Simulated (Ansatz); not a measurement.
# Ge3Mo5C: the cost of one run

Computed with Ansatz 0.2.0 (DFT, PBE, plane-wave PAW, default files, scalar-relativistic, as far as a step names no other, unless a step's input says otherwise).

### 1 Starting point

The structure is hexagonal, space group P6_3/mcm (No. 193). The conventional cell has a = 7.470 Å, b = 7.470 Å, c = 5.341 Å, α = 90.00°, β = 90.00°, γ = 120.00°. Ge (site symmetry m2m) has 9 Mo at 2.62 to 2.98 Å as nearest neighbours. Mo (site symmetry 32) is surrounded by 6 Ge at 2.64 Å and 2 Mo at 2.67 Å. Around Mo (site symmetry m2m) lie 2 C at 2.15 Å. C (site symmetry -3m) is surrounded by 6 Mo at 2.15 Å.

As a file:

```cif
data_structure
_symmetry_space_group_name_H-M 'P6_3/mcm'
_symmetry_Int_Tables_number 193
_cell_length_a 7.4697
_cell_length_b 7.4697
_cell_length_c 5.3412
_cell_angle_alpha 90.000
_cell_angle_beta 90.000
_cell_angle_gamma 120.000
_cell_volume 258.09
loop_
_atom_site_label
_atom_site_type_symbol
_atom_site_symmetry_multiplicity
_atom_site_Wyckoff_symbol
_atom_site_fract_x
_atom_site_fract_y
_atom_site_fract_z
_atom_site_occupancy
Ge1 Ge 6 g 0.00000 0.59632 0.25000 1
Mo1 Mo 4 d 0.33333 0.66667 0.50000 1
Mo2 Mo 6 g 0.00000 0.22594 0.25000 1
C1 C 2 b 0.00000 0.00000 0.00000 1
```

### 2 Gradients at the starting positions

input.yaml reads:

```yaml
crystal:
  lattice:
    - [7.4696979019, 0.0, 0.0]
    - [-3.7348489509, 6.4689481416, 0.0]
    - [0.0, 0.0, 5.341181]
  atoms:
    - { symbol: Ge, position: [0.0, 0.596321, 0.25] }
    - { symbol: Ge, position: [0.403679, 0.0, 0.75] }
    - { symbol: Ge, position: [0.596321, 0.596321, 0.75] }
    - { symbol: Ge, position: [0.403679, 0.403679, 0.25] }
    - { symbol: Ge, position: [0.596321, 0.0, 0.25] }
    - { symbol: Ge, position: [0.0, 0.403679, 0.75] }
    - { symbol: Mo, position: [0.3333333333, 0.6666666667, 0.5] }
    - { symbol: Mo, position: [0.6666666667, 0.3333333333, 0.0] }
    - { symbol: Mo, position: [0.3333333333, 0.6666666667, 0.0] }
    - { symbol: Mo, position: [0.6666666667, 0.3333333333, 0.5] }
    - { symbol: Mo, position: [0.0, 0.225942, 0.25] }
    - { symbol: Mo, position: [0.774058, 0.0, 0.75] }
    - { symbol: Mo, position: [0.225942, 0.225942, 0.75] }
    - { symbol: Mo, position: [0.774058, 0.774058, 0.25] }
    - { symbol: Mo, position: [0.225942, 0.0, 0.25] }
    - { symbol: Mo, position: [0.0, 0.774058, 0.75] }
    - { symbol: C, position: [0.0, 0.0, 0.0] }
    - { symbol: C, position: [0.0, 0.0, 0.5] }
kpoints:
  mp_grid: { grid: [5, 5, 6] }
scf:
  occupations: { method: fermi_dirac, width: 0.05 }
hamiltonian:
  xc: pbe
  pseudopotentials: { kind: paw }
output:
  forces: true
  stress: true
  populations: true
  efg:
    quadrupole_moments_barn: { Ge: -0.196, Mo: -0.022 }
    contact_densities: true
  write_density: true
  write_potential: true
  elf: true
  volumetric_format: npy
```

Launch:

```bash
> ansatz run input.yaml --threads 1 --pin off --max-ram 2560MiB --backend cpu --events-out ev --progress --plain --runs-dir out
```

Q: Estimate wall time and peak memory on 1 thread of Intel Xeon Platinum 8259CL at 2.50GHz (Skylake/Cascade Lake), shared host.

About 83 s, with a peak of 0.98 GiB.
